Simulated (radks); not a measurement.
**Spin polarisation of the 6p shell in Pb**

Aim: the energy gained and the exchange splitting as electrons of the 6p shell of Pb are turned from spin down to spin up.

Program: radks (a radial shooting solver on a logarithmic mesh, Libxc functionals) version 1. Level of theory: non-relativistic Kohn-Sham, LDA (Slater exchange, Perdew-Wang correlation), spin-polarised, spherical densities, point nucleus. These are calculated values, not measurements, unless marked.

### 1 What is computed

- element: lead (Z = 82)
- charge: 0
- electrons: 82
- configuration: [Hg] 6p(up 1, down 1)

A shell typed twice in an input gives spin up, then spin down.

### 2 No moment

The run's settings:

```text
Z 82
configuration [Hg] 6p1 6p1
relativity non-relativistic
functional lda,pw
spin polarised
nucleus point
```

### 3 moment 0.5 in 6p

The run's settings:

```text
Z 82
configuration [Hg] 6p1.25 6p0.75
relativity non-relativistic
functional lda,pw
spin polarised
nucleus point
```

### 4 moment 1 in 6p

The run's settings:

```text
Z 82
configuration [Hg] 6p1.5 6p0.5
relativity non-relativistic
functional lda,pw
spin polarised
nucleus point
```

### 5 moment 1.5 in 6p

The run's settings:

```text
Z 82
configuration [Hg] 6p1.75 6p0.25
relativity non-relativistic
functional lda,pw
spin polarised
nucleus point
```

### 6 moment 2 in 6p

The run's settings:

```text
Z 82
configuration [Hg] 6p2 6p0
relativity non-relativistic
functional lda,pw
spin polarised
nucleus point
```

Before running it: what results should come out? Wanted: for each run, moment; E − E(0); ε(6p up); ε(6p down); splitting.

As calculated:

```
moment (μB)  E − E(0) (eV)  ε(6p up) (eV)  ε(6p down) (eV)  splitting (eV)
          0          0.000         -3.860           -3.860           0.000
        0.5         -0.029         -3.968           -3.737           0.231
          1         -0.116         -4.062           -3.597           0.465
        1.5         -0.262         -4.142           -3.439           0.704
          2         -0.468         -4.208           -3.260           0.948
```

In words: At a moment of 2 μB the energy has fallen by 0.47 eV and the 6p levels split by 0.95 eV, 0.474 eV per μB. The Stoner form E = −I m²/4 would give I = 0.468 eV. The energy falls at every step.
